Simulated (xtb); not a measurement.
# GFN2-xTB run of WHSClOF2 (SMILES [OH][W]([F])([F])(=[S])[Cl])

Wanted: a structure relaxation of WHSClOF2. 

Program for the calculation: xtb 6.7.1 later snapshot.

### Step 1. The molecule

WHSClOF2: 7 atoms, total charge 0, spin state singlet. As SMILES, `[OH][W]([F])([F])(=[S])[Cl]`. The shape comes from a force field and isn't a relaxed structure. This is one conformer, not always the lowest. The run starts from this shape.

Bond lengths: O1–W2 2.046 Å, W2–F3 2.272 Å, W2–F4 2.378 Å, W2–S5 2.421 Å, W2–Cl6 2.403 Å, O1–H7 1.003 Å. Some angles: O1–W2–F3 60.9°, O1–W2–F4 59.0°, O1–W2–S5 85.1°, O1–W2–Cl6 121.2°, F3–W2–F4 45.5°, F3–W2–S5 145.8°, F3–W2–Cl6 128.9°, F4–W2–S5 114.8°, F4–W2–Cl6 174.2°, S5–W2–Cl6 70.6°.

### Step 2. A structure relaxation at GFN2-xTB

.CHRG reads:

```
0
```

.UHF reads:

```
0
```

struc.xyz reads:

```xyz
7
ClF2HOSW
O     -0.27750000    -0.71260000    -0.92070000
W      0.20380000     0.32010000     0.77870000
F     -1.44280000    -1.24240000     0.86330000
F      0.16130000    -2.05730000     0.76020000
S      1.95140000     1.31610000    -0.56870000
Cl     0.01870000     2.71350000     0.87640000
H     -0.55360000    -0.40550000    -1.83490000
```

Started as:

```
$ xtb struc.xyz --opt tight --gfn 2 -P 1 > run.log 2> xtb.err
```

**Question.** What will come out? Wanted: total energy at the end; dipole moment; HOMO energy; LUMO energy; HOMO–LUMO gap; dispersion energy; mean polarisability.

Computed results:

Level: GFN2-xTB.

```
                      quantity          value
       total energy at the end   -24.54533 Eh
                 dipole moment         5.28 D
                   HOMO energy      -11.20 eV
                   LUMO energy       -8.46 eV
                 HOMO–LUMO gap        2.73 eV
             dispersion energy  -17.50 kJ/mol
mean polarisability (D4 model)     94.7 bohr³
```

**Reading.** At the final geometry: Bond lengths: O1–W2 1.808 Å, W2–F3 1.845 Å, W2–F4 1.888 Å, W2–S5 2.178 Å, W2–Cl6 2.244 Å, O1–H7 0.966 Å. Some angles: O1–W2–F3 154.5°, O1–W2–F4 86.1°, O1–W2–S5 104.6°, O1–W2–Cl6 89.2°, F3–W2–F4 81.3°, F3–W2–S5 100.6°, F3–W2–Cl6 85.0°, F4–W2–S5 110.1°, F4–W2–Cl6 136.5°, S5–W2–Cl6 112.9°. The optimisation took 33 steps and changed the energy by -7.994 eV.
